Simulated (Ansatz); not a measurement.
GeSb4Te7:

```
CELL_PARAMETERS angstrom
4.28930 0.00000 0.00000
-2.14465 3.71464 0.00000
0.00000 0.00000 24.63778
ATOMIC_POSITIONS crystal
Te 0.00000 0.00000 0.28102
Te 0.00000 0.00000 0.00000
Te 0.33333 0.66667 0.56861
Te 0.66667 0.33333 0.43139
Te 0.00000 0.00000 0.71898
Te 0.66667 0.33333 0.15027
Te 0.33333 0.66667 0.84973
Sb 0.66667 0.33333 0.65025
Sb 0.33333 0.66667 0.08110
Sb 0.33333 0.66667 0.34975
Sb 0.66667 0.33333 0.91890
Ge 0.00000 0.00000 0.50000
```

The cell is a database's computed one.

- Program: Ansatz 0.2.0
- Task: single point
- Functional: PBEsol
- Potentials or basis: Ansatz PAW
- Cutoff: 420 eV (not typed: the program's choice for these potentials)
- k mesh: 7 × 7 × 2
- Occupations: fermi-dirac, width 0.05 eV
- Spin: no spin polarisation

On this cell: pressure -1.6 GPa; largest force 0.067 eV/Å; band gap on the k mesh 0.37 eV, direct.

The same run follows on a disturbed copy (atoms moved at random, drawn with an rms of 0.05 Å):

```xyz
12
Lattice="4.2893 0.0000 0.0000 -2.1447 3.7146 0.0000 0.0000 0.0000 24.6378" Properties=species:S:1:pos:R:3 pbc="T T T"
Te   -0.0088    0.0083    6.8839
Te    0.0069    0.0049   -0.0503
Te   -0.0311    2.4761   13.9345
Te    2.1639    1.2501   10.6130
Te    0.0003    0.0424   17.7236
Te    2.1916    1.2592    3.7012
Te    0.0081    2.4353   20.9129
Sb    2.1195    1.2459   16.0655
Sb    0.0426    2.4871    2.0150
Sb    0.0034    2.4865    8.5859
Sb    2.1043    1.2554   22.6101
Ge    0.0501   -0.0448   12.3235
```

Question: What changes?

Answer: The energy moves by +4.9 meV/atom; pressure -1.7 GPa; largest force 0.445 eV/Å; band gap on the k mesh 0.39 eV, direct.

Forces in eV/Å, atoms in the order of the input:
```
Te   0.022  0.042  0.027
Te   0.028 -0.023  0.165
Te   0.171  0.011  0.404
Te  -0.072 -0.028 -0.107
Te  -0.110 -0.091  0.123
Te  -0.030 -0.065  0.036
Te  -0.102  0.173 -0.050
Sb   0.089  0.030 -0.435
Sb  -0.034  0.047 -0.285
Sb   0.030 -0.049  0.129
Sb   0.129 -0.121  0.140
Ge  -0.122  0.074 -0.148
```

Stress tensor (GPa, compression positive):
```
-1.43  0.02 -0.06
 0.02 -1.72 -0.34
-0.06 -0.34 -1.81
```

Caveats: odd divisions of the mesh miss points on the zone boundary, where band edges often lie, so the gap on the mesh can be too wide; spin-orbit coupling is left out, which moves the levels of the heavy elements; the PAW data sets come from PBE, with cores solved anew for the run's functional, which leaves a small shift of forces and pressure; this functional lacks dispersion, which binds the layers, so the pressure and a relaxed spacing across them are unreliable (some runs).

A k mesh can miss the band edges.
